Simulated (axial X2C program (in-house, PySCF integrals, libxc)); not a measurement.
**AsO: properties at the nuclei**

Aim: properties at the nuclei of AsO, with spin–orbit coupling in the Hamiltonian from the start.

Program: an in-house X2C program for linear molecules on PySCF integrals. Level of theory: two-component X2C with atomic mean-field terms, As dyall-cv3z, O dyall-av3z. These are calculated values, not measurements.

### 1 Set-up

Input file task.json:

```json
{"zs": [33, 8], "q": 0, "bas": ["dyall-cv3z", "dyall-av3z"], "r0": 1.71, "levels": ["PBE0", "HF", "TPSSh", "BP86", "B3LYP"], "nst": 3}
```

Keys: zs atomic numbers; q charge; bas basis sets; r0 starting distance in Å; levels methods (HF also brings MP2); nst determinants followed.

Launch:

```
$ python soeom.py task.json out
```

Nuclei are Gaussian, cores are contracted, and the Gaunt term is on.

### 2 Expectation values, lowest determinant

R = 1.615 Å. State: Ω = 1/2 (excess of +ω over −ω: ω = 1/2).

Output of the PBE0 run:

```text
two-component X2C + atomic mean field  PBE0
basis functions 157  fitting functions 872  grid points 5072
iter        total energy     max residual
   1      -2335.018168111     2.07e-05
   2      -2335.018168122     2.04e-05
   3      -2335.018168125     2.12e-05
   4      -2335.018168130     8.57e-06
   5      -2335.018168133     3.99e-06
   6      -2335.018168133     1.42e-06
converged
one-electron -3419.95264745  Coulomb 1091.80667037  exact exchange -22.69239997  xc functional -69.87383696  nuclear repulsion 86.50327163  atomic mean-field constant -0.80922576
```

The highest occupied spinor is 62% As p, 21% O p, 8% As d.

```csv
level,Eeff magnitude (GV/cm),Ws magnitude As (kHz),A∥/gI As (MHz),qzz As (a.u.),A∥/gI O (MHz),qzz O (a.u.),μ (D)
PBE0,0.00752,0.057,1610,-2.34,325,0.14,-2.72
HF,0.924,0.786,904,-1.60,645,-0.18,-2.26
TPSSh,0.00193,0.0506,1570,-2.09,330,0.11,-2.54
BP86,0.0421,0.0133,1610,-2.01,341,0.10,-2.43
B3LYP,0.0818,0.0176,1580,-2.18,324,0.10,-2.73
```

Eeff is the effective electric field on the electron dipole moment in this Ω state and Ws the scalar–pseudoscalar constant (defined with the proton number Z and per Ω); A∥ is the parallel hyperfine constant, which follows by multiplying with the nuclear g factor gI = μI/(I μN); qzz is the electric field gradient, eQq0 = 234.96 MHz × Q/barn × qzz; μ is positive if O is the positive end. The operators were transformed with the bare-nucleus X2C matrices.

### 3 Expectation values, a higher determinant

R = 1.615 Å. State: Ω = 3/2 (excess of +ω over −ω: ω = 3/2), 0.13 eV above the lowest in the PBE0 search for states (made at or near this distance, with looser thresholds).

Output of the PBE0 run:

```text
two-component X2C + atomic mean field  PBE0
basis functions 157  fitting functions 872  grid points 5072
iter        total energy     max residual
   1      -2335.013223970     2.40e-05
   2      -2335.013223987     2.11e-05
   3      -2335.013223991     2.73e-05
   4      -2335.013223999     8.21e-06
   5      -2335.013224002     2.69e-06
   6      -2335.013224003     1.20e-06
converged
one-electron -3419.86776553  Coulomb 1091.72389172  exact exchange -22.69168474  xc functional -69.87171132  nuclear repulsion 86.50327163  atomic mean-field constant -0.80922576
```

The highest occupied spinor is 64% As p, 20% O p, 8% As d.

```csv
level,Eeff magnitude (GV/cm),Ws magnitude As (kHz),A∥/gI As (MHz),qzz As (a.u.),A∥/gI O (MHz),qzz O (a.u.),μ (D)
PBE0,0.171,0.0637,239,-2.46,90.5,0.13,-2.66
HF,0.985,0.278,-13.9,-1.49,245,-0.22,-2.10
TPSSh,0.144,0.0567,248,-2.20,85.5,0.09,-2.49
BP86,0.0965,0.0422,239,-2.13,80.4,0.09,-2.37
B3LYP,0.074,0.0366,278,-2.30,84.2,0.08,-2.68
```

### 4 Outcome

```
                                        quantity                                    value
                              lowest determinant  Ω = 1/2 (excess of +ω over −ω: ω = 1/2)
                    Eeff magnitude (GV/cm), PBE0                                  0.00752
                     Ws magnitude As (kHz), PBE0                                    0.057
                            A∥/gI As (MHz), PBE0                                     1610
                             qzz As (a.u.), PBE0                                    -2.34
                              higher determinant  Ω = 3/2 (excess of +ω over −ω: ω = 3/2)
Eeff magnitude (GV/cm), PBE0, higher determinant                                    0.171
 Ws magnitude As (kHz), PBE0, higher determinant                                   0.0637
        A∥/gI As (MHz), PBE0, higher determinant                                      239
         qzz As (a.u.), PBE0, higher determinant                                    -2.46
```

In the first state, the effective field runs from 0.00193 to 0.924 GV/cm over the mean-field levels, so the levels don't agree on it. The expectation values come from single determinants, which for open shells can mix terms of unlike spin or miss the lowest Ω, so a determinant need not be a state. Eeff is the effective electric field on the electron dipole moment in this Ω state and Ws the scalar–pseudoscalar constant (defined with the proton number Z and per Ω); A∥ is the parallel hyperfine constant, which follows by multiplying with the nuclear g factor gI = μI/(I μN); qzz is the electric field gradient, eQq0 = 234.96 MHz × Q/barn × qzz; μ is positive if O is the positive end. The operators were transformed with the bare-nucleus X2C matrices.
